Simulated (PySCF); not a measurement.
# F6Mo ([MoF6]-): the cost of one run

Programs: PySCF 2.14.0, with routines of our own; each step states its level. All values are computed. Atoms count from 0.

### 1 The system as given

7 atoms, charge -1, states of the metal's open shell are computed; geometry from: model geometry, bond lengths from ionic radii.

### 2 Ligand-field states: state-averaged CASSCF

Job settings and geometry (Å):

```
{"job": {"kind": "lf", "basis": {"metal": "x2c-TZVPall", "ligand": "x2c-SVPall"}, "nevpt": true}, "charge": -1, "metal": "Mo", "open_shell": "d1"}
Mo     0.000000     0.000000     0.000000
F      0.000000     0.000000     1.910000
F      0.000000     0.000000    -1.910000
F      1.910000     0.000000     0.000000
F     -1.910000     0.000000     0.000000
F      0.000000     1.910000     0.000000
F     -0.000000    -1.910000     0.000000
```

With the program's defaults for keys left out, this is: state-averaged CASSCF of the metal d shell, SC-NEVPT2 on the averaged canonical orbitals, state-interaction spin-orbit coupling.

Run with:

```
OMP_NUM_THREADS=1 python lf_run.py task.json out
```

The driver reads the jobs from task.json and runs them one after another.

Q: Estimate the wall time and peak memory of this first job on 1 thread of Arm Neoverse V1, shared host.

About 11 s, with a peak of 0.35 GiB.
